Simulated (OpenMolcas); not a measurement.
**MP2/ANO-RCC-VDZP (DKH1) run of SnCl4 (SMILES [Cl][Sn]([Cl])([Cl])[Cl])**

Aim: the energy change on altering one bond length of SnCl4 at MP2/ANO-RCC-VDZP (DKH1), from 2 runs. 

The results are computed with OpenMolcas 26.06.

## (1) The system as given

The species is SnCl4 (5 atoms), meant as a singlet with charge 0. As SMILES, `[Cl][Sn]([Cl])([Cl])[Cl]`. The shape comes from GFN2-xTB, which is rough for such elements, and wasn't checked as a minimum.

Bond lengths: Cl1–Sn2 2.316 Å, Sn2–Cl3 2.317 Å, Sn2–Cl4 2.316 Å, Sn2–Cl5 2.316 Å. Angles: Cl1–Sn2–Cl3 109.4°, Cl1–Sn2–Cl4 109.5°, Cl1–Sn2–Cl5 109.3°, Cl3–Sn2–Cl4 109.6°, Cl3–Sn2–Cl5 109.4°, Cl4–Sn2–Cl5 109.6°.

## (2) Energy and gradient at MP2/ANO-RCC-VDZP (DKH1)

job.inp

```
* Cl4Sn MP2
>>> EXPORT MOLCAS_PRINT=2
&GATEWAY
COORD
5
angstrom
Cl      -1.109120      -0.162470       2.025240
Sn      -0.000560      -0.000790      -0.001920
Cl       1.923730      -1.289290       0.068230
Cl      -1.380640      -0.757650      -1.700180
Cl       0.566590       2.210200      -0.391380
BASIS=ANO-RCC-VDZP
GROUP=NoSym
&SEWARD
RELATIVISTIC=R01O00
EXPERT
&SCF
PRORBITALS=1 1
&MBPT2
FROZEN=38
GRDT
&ALASKA
```

Command:

```bash
$ export MOLCAS_MEM=1860
$ pymolcas job.inp > job.log
```

Log:

```text
--- Start Module: gateway ---
[...]
--- Stop Module: gateway /rc=_RC_ALL_IS_WELL_ ---
[...]
 ###    WARNING:  EXPERT option is ON!                                       ###
 ###############################################################################
               SEWARD will generate:
[...]
      Basis functions          115
[...]
       Convergence after  11 Iterations
[...]
::    Total SCF energy                              -8054.8326123460
[...]
      Total spin, S                                     0.0000000000
[...]
      Total electronic charge=  118.000000
      Total            charge=   -0.000000
[...]
--- Start Module: mbpt2 ---
[...]
WARNING!
Default frozen orbitals as non valence orbitals is overwritten by user input.
Default values:  38
[...]
       Reference weight ( Cref**2 )         =        0.74449
::    Total MBPT2 energy                            -8055.8000842954
[...]
      Dipole Moment (debye):
      Origin of the operator (angstrom)=   -0.0002   -0.0003   -0.0006
                   X= -7.2164E-03               Y= -3.9682E-03               Z= -1.7172E-02           Total=  1.9045E-02
      Quadrupole Moment (debye*angstrom):
[...]
      Total MBPT2 calculations                          13.31     15.13
--- Stop Module: mbpt2 /rc=_RC_ALL_IS_WELL_ ---
[...]
--- Start Module: alaska ---
[...]
 *              Molecular gradients               *
 **************************************************
  Irreducible representation: a
 ------------------------------------------------------------------------------------------
                              X                       Y                       Z
 ------------------------------------------------------------------------------------------
  CL1              -2.44922532169412E-03   -3.08186566503110E-04    4.57629442274055E-03
  SN2              -2.66819033410522E-04    1.09303369069474E-04   -3.24400086937765E-04
  CL3               4.55712216321302E-03   -2.99317715678882E-03    2.42281910320497E-04
  CL4              -3.08700031327191E-03   -1.65519691237037E-03   -3.73235471273148E-03
  CL5               1.24592250484845E-03    4.84725726652613E-03   -7.61821533716400E-04
 ------------------------------------------------------------------------------------------
--- Stop Module: alaska /rc=_RC_ALL_IS_WELL_ ---
[...]
```

Run time: 3.9 min. Hardware: 1 thread of Arm Neoverse V1, shared host; peak memory 0.77 GiB.

## (3) The distorted shape at the same level

job.inp

```
>>> EXPORT MOLCAS_PRINT=2

&gateway
 coord
 5
 angstrom
 Cl      -1.676265      -2.373442       2.414697
 Sn      -0.567705      -2.211762       0.387537
 Cl       1.356585      -3.500262       0.457687
 Cl      -1.947785      -2.968622      -1.310723
 Cl       0.566590       2.210200      -0.391380
 basis=ANO-RCC-VDZP
 group=NoSym

&seward
 relativistic=R01O00
 expert

&scf
 prorbitals=1 1

&mbpt2
 frozen=38
 grdt

&alaska
```

Command:

```bash
$ export MOLCAS_MEM=1860
$ pymolcas job.inp > job.log
```

Log:

```text
--- Start Module: gateway ---
[...]
--- Stop Module: gateway /rc=_RC_ALL_IS_WELL_ ---
[...]
 ###    WARNING:  EXPERT option is ON!                                       ###
 ###############################################################################
               SEWARD will generate:
[...]
      Basis functions          115
[...]
       Convergence after  16 Iterations
[...]
::    Total SCF energy                              -8054.6413186014
[...]
      Total spin, S                                     0.0000000000
[...]
      Total electronic charge=  118.000000
      Total            charge=   -0.000000
[...]
--- Start Module: mbpt2 ---
[...]
WARNING!
Default frozen orbitals as non valence orbitals is overwritten by user input.
Default values:  38
[...]
       Reference weight ( Cref**2 )         =        0.68242
::    Total MBPT2 energy                            -8055.6490748347
[...]
      Dipole Moment (debye):
      Origin of the operator (angstrom)=   -0.4910   -1.9136    0.3364
                   X=  7.5887E-01               Y=  2.9852E+00               Z= -5.3818E-01           Total=  3.1268E+00
      Quadrupole Moment (debye*angstrom):
[...]
      Total MBPT2 calculations                          13.66     16.04
--- Stop Module: mbpt2 /rc=_RC_ALL_IS_WELL_ ---
[...]
--- Start Module: alaska ---
[...]
 *              Molecular gradients               *
 **************************************************
  Irreducible representation: a
 ------------------------------------------------------------------------------------------
                              X                       Y                       Z
 ------------------------------------------------------------------------------------------
  CL1               5.73199171796190E-03    4.54737527248117E-03   -9.30169656779611E-03
  SN2              -7.31974798500534E-03   -2.74137684356113E-02    4.70567862711224E-03
  CL3              -7.00553616022148E-03    9.24697168407462E-03   -9.28854738035945E-04
  CL4               6.94059126380608E-03    7.17783127853977E-03    6.65645633955592E-03
  CL5               1.65270116348104E-03    6.44159020026080E-03   -1.13158366092048E-03
 ------------------------------------------------------------------------------------------
--- Stop Module: alaska /rc=_RC_ALL_IS_WELL_ ---
[...]
```

It took 3.3 min on 1 thread of Arm Neoverse V1, shared host; peak memory 0.77 GiB.

## (4) Outcome

Level: MP2/ANO-RCC-VDZP (DKH1), 38 core orbitals frozen.

| quantity | value |
| --- | --- |
| first shape: total energy | -8055.80008 Eh |
| first shape: dipole moment (mean-field density) | 0.02 D |
| first shape: HOMO energy (Hartree–Fock orbitals) | -13.32 eV |
| first shape: LUMO energy (Hartree–Fock orbitals) | -0.27 eV |
| first shape: HOMO–LUMO gap (Hartree–Fock orbitals) | 13.06 eV |
| first shape: correlation energy (38 core orbitals frozen) | -967.5 mEh |
| first shape: largest force on an atom | 0.281 eV/Å |
| distorted shape: total energy | -8055.64907 Eh |
| distorted shape: dipole moment (mean-field density) | 9.50 D |
| distorted shape: HOMO energy (Hartree–Fock orbitals) | -8.97 eV |
| distorted shape: LUMO energy (Hartree–Fock orbitals) | -4.86 eV |
| distorted shape: HOMO–LUMO gap (Hartree–Fock orbitals) | 4.11 eV |
| distorted shape: correlation energy (38 core orbitals frozen) | -1007.8 mEh |
| distorted shape: largest force on an atom | 1.479 eV/Å |
| energy change with the Sn2–Cl5 bond stretched from 2.316 to 4.631 Å | 4.109 eV |

One bond (distorted shape) is far stretched, which a spin-restricted single reference describes badly; perturbation theory on it can break down and give far too much correlation. With the Sn2–Cl5 bond stretched from 2.316 to 4.631 Å the energy rises by 4.11 eV (396 kJ/mol). The first shape isn't relaxed at this level, so the change isn't measured from a minimum. A restricted reference can't describe the breaking bond well at this length. The largest force (first shape) is 0.28 eV/Å: the shape isn't a stationary point for this species at this level. Mulliken charges (first shape) of the mean-field density run from -0.38 on Cl1 to +1.53 on Sn2; they depend strongly on the basis.
